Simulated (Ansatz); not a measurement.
# ZrTiS3: the cost of one run

Computed with Ansatz 0.2.0 (DFT PBE, scalar-relativistic, plane waves, PAW, unless a step's input says otherwise).

1 further run of the same task is left out (it didn't finish).

### Step 1. The structure to begin with

It takes space group Pm-3m (No. 221, cubic). Conventional cell: a = 4.564 Å, b = 4.564 Å, c = 4.564 Å, α = 90.00°, β = 90.00°, γ = 90.00°. Around Zr (site symmetry m-3m) lie 12 S at 3.23 Å. Ti (site symmetry m-3m) is surrounded by 6 S at 2.28 Å. S (site symmetry 4/mmm) is surrounded by 2 Ti at 2.28 Å and 4 Zr at 3.23 Å.

Coordinates:

```xyz
5
Lattice="4.5643 0.0000 0.0000 0.0000 4.5643 0.0000 0.0000 0.0000 4.5643" Properties=species:S:1:pos:R:3 pbc="T T T"
Zr    2.2822    2.2822    2.2822
Ti    0.0000    0.0000    0.0000
S     0.0000    2.2822    0.0000
S     0.0000    0.0000    2.2822
S     2.2822    0.0000    0.0000
```

A structure generator made this guess: species swapped into a database cell of KPdF3 (Pm-3m, No. 221), with Zr on the K sites, Ti on the Pd sites and S on the F sites. Lengths come from tabulated atomic sizes and are only a guess.

### Step 2. A first look at the guess

Input file input.yaml:

```yaml
crystal:
  lattice:
    - [4.56430663, 0.0, 0.0]
    - [0.0, 4.56430663, 0.0]
    - [0.0, 0.0, 4.56430663]
  atoms:
    - { symbol: Zr, position: [0.5, 0.5, 0.5] }
    - { symbol: Ti, position: [0.0, 0.0, 0.0], spin: 1.0 }
    - { symbol: S, position: [0.0, 0.5, 0.0] }
    - { symbol: S, position: [0.0, 0.0, 0.5] }
    - { symbol: S, position: [0.5, 0.0, 0.0] }
basis:
  ecutwfc: 420
kpoints:
  mp_grid: { grid: [4, 4, 4] }
hamiltonian:
  xc: pbe
scf:
  occupations: { method: gaussian, width: 0.1 }
  lower_state_search: "off"
output:
  forces: true
  stress: true
  eigenvalues: true
  populations: true
magnetization:
  spin_polarized: true
```

Launch:

```console
$ ansatz run input.yaml --threads 1 --pin off --max-ram 2560MiB --backend cpu --events-out ev --progress --plain --runs-dir out
```

**Question.** How long does this run take on 1 thread of AMD EPYC 9R45 (Zen 5), shared host, and how much memory does it need?

About 1.9 s, with a peak of 0.45 GiB.
